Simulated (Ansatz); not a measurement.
# V2O5: the cost of one run

Computed with Ansatz 0.2.0 (DFT r2SCAN, scalar-relativistic, plane waves, PAW).

1 further run of the same task is left out (it didn't finish).

## 1. Starting point

It takes space group P6mm (No. 183, hexagonal). Conventional cell: a = 5.900 Å, b = 5.900 Å, c = 4.860 Å, α = 90.00°, β = 90.00°, γ = 120.00°. V (site symmetry 3m) is surrounded by 4 O at 1.59 to 1.78 Å. O (site symmetry 3m) is surrounded by 1 V at 1.59 Å. O (site symmetry 2mm) is surrounded by 2 V at 1.78 Å.

Coordinates:

```xyz
7
Lattice="5.8995 0.0000 0.0000 -2.9498 5.1091 0.0000 0.0000 0.0000 4.8602" Properties=species:S:1:pos:R:3 pbc="T T T"
V     0.0000    3.4061    1.8502
V     2.9498    1.7030    1.8502
O     0.0000    3.4061    0.2631
O    -1.4749    2.5546    2.3805
O     1.4749    2.5546    2.3805
O     2.9498    0.0000    2.3805
O     2.9498    1.7030    0.2631
```

It is the end of an earlier relaxation with the same method, from a generated guess; it needn't be the stable form of this composition. At a tolerance of 0.02 Å it has space group P6mm (No. 183); it has 20.93 Å³/atom, an uncorrected energy of -2.32 eV/atom over the elements and, on its mesh, gap 2.79 eV.

## 2. The same geometry with r2SCAN

input.yaml reads:

```yaml
crystal:
  lattice:
    - [5.8995046092, 0.0, 0.0]
    - [-2.9497523046, 5.1091208613, 0.0]
    - [0.0, 0.0, 4.860224977]
  atoms:
    - { symbol: V, position: [0.3333333333, 0.6666666667, 0.3806826199] }
    - { symbol: V, position: [0.6666666667, 0.3333333333, 0.3806826199] }
    - { symbol: O, position: [0.3333333333, 0.6666666667, 0.0541274032] }
    - { symbol: O, position: [0.0, 0.5, 0.4897980747] }
    - { symbol: O, position: [0.5, 0.5, 0.4897980747] }
    - { symbol: O, position: [0.5, 0.0, 0.4897980747] }
    - { symbol: O, position: [0.6666666667, 0.3333333333, 0.0541274032] }
basis:
  ecutwfc: 500
kpoints:
  mp_grid: { grid: [6, 6, 6] }
  band_path:
    path:
      - [[0.0, 0.0, 0.0], [0.5, 0.0, 0.0], [0.33333333, 0.33333333, 0.0], [0.0, 0.0, 0.0], [0.0, 0.0, 0.5], [0.5, 0.0, 0.5], [0.33333333, 0.33333333, 0.5], [0.0, 0.0, 0.5]]
      - [[0.5, 0.0, 0.5], [0.5, 0.0, 0.0]]
      - [[0.33333333, 0.33333333, 0.5], [0.33333333, 0.33333333, 0.0]]
    npoints: 14
hamiltonian:
  xc: r2scan
scf:
  occupations: { method: gaussian, width: 0.02 }
  n_extra_bands: 17
output:
  forces: true
  stress: true
  eigenvalues: true
  populations: true
  dos: { projected: true, de: 0.02, nscf_kmesh: { grid: [9, 9, 9] } }
  bader: true
  write_density: true
  write_potential: true
  elf: true
  volumetric_format: npy
```

On the command line:

```
> ansatz run input.yaml --threads 1 --pin off --max-ram 2560MiB --backend cpu --events-out ev --progress --plain --runs-dir out
```

**Question.** How long does this run take on 1 thread of Arm Neoverse V2, shared host, and how much memory does it need?

About 3.1 min, with a peak of 0.97 GiB.
